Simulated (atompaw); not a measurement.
**Ca: generating and testing a PAW (atompaw) potential**

Aim: build the potential from the settings below, then test how well it stands in for the atom: scattering, ghost states and the plane-wave cutoff that it needs.

The numbers are computed with atompaw 4.2.0.5 (PBE, scalar-relativistic, spin-unpolarised reference atom).

## (1) The design

Typed settings, in words:

```
element                 : calcium (Ca, Z = 20)
type                    : PAW
frozen core             : [Ar]
valence charge          : 2
reference configuration : 3d0 4s1.75 4p0 (charge +0.25)
partial waves           : 4s (bound): rc 3.00 bohr; 4s channel at 3.2 Ry: rc 2.40 bohr; 4p (bound, empty): rc 3.00 bohr; 4p channel at 0.25 Ry: rc 3.00 bohr; 3d (bound, empty): rc 2.85 bohr; 3d channel at 1.95 Ry: rc 3.00 bohr
local potential         : troulliermartins scheme with l = 3 at 0.5 Ry, radius 2.30 bohr
core correction         : smooth core density matched at 1.65 bohr
augmentation charge     : sinc compensation charge, radius 2.60 bohr; PAW radius 3.00 bohr; waves and projectors: custom rrkj vanderbiltortho
```

## (2) Generation

Input file Ca.input:

```
Ca 20
GGA-PBE scalarrelativistic loggrid 1500 logderivrange -2 5 176
4 4 3 0 0 0
4 0 1.75
4 1 0
3 2 0
0 0 0
c
c
c
v
c
c
v
v
2
3.00 2.60 2.30 1.65
y
3.2
n
y
0.25
n
y
1.95
n
custom rrkj vanderbiltortho sinc
3 0.5 troulliermartins
3.00
2.40
3.00
3.00
2.85
3.00
PWSCFOUT
UPFDX 0.0125d0 UPFXMIN -7.d0 UPFZMESH 20.d0
END
```

Launch:

```sh
atompaw < Ca.input > Ca.log
```

Before running it: what results should come out? Wanted: cutoffs for 10 and 1 mRy, occupied levels; bound ghosts; largest phase difference near zero energy, channels read; lowest eigenvalue of the overlap; share of valence orbitals outside the PAW sphere; UPF file.

**Answer**, as computed:

| quantity | value |
| --- | --- |
| cutoffs for 10 and 1 mRy, occupied levels | 6 Ry or less and 6 Ry or less |
| bound ghosts | s at -29.19 eV, p at -22.12 eV |
| largest phase difference near zero energy, channels read | 0.008 rad |
| lowest eigenvalue of the overlap (Bessel basis) | 0.719 (p) |
| share of valence orbitals outside the PAW sphere | 4s 72 %, 4p 89 %, 3d 23 % |
| UPF file | written |

In words: A bound ghost (s, p) makes it unfit for use: electrons can fall into a state that the atom doesn't have. The potential is soft on the atom at that tolerance: the looser tolerance needs 6 Ry or less. That counts occupied waves only; other projectors can need more. Near zero energy the phases of the channels with partial waves agree within 0.008 rad. All of this concerns the isolated atom, not yet a solid.
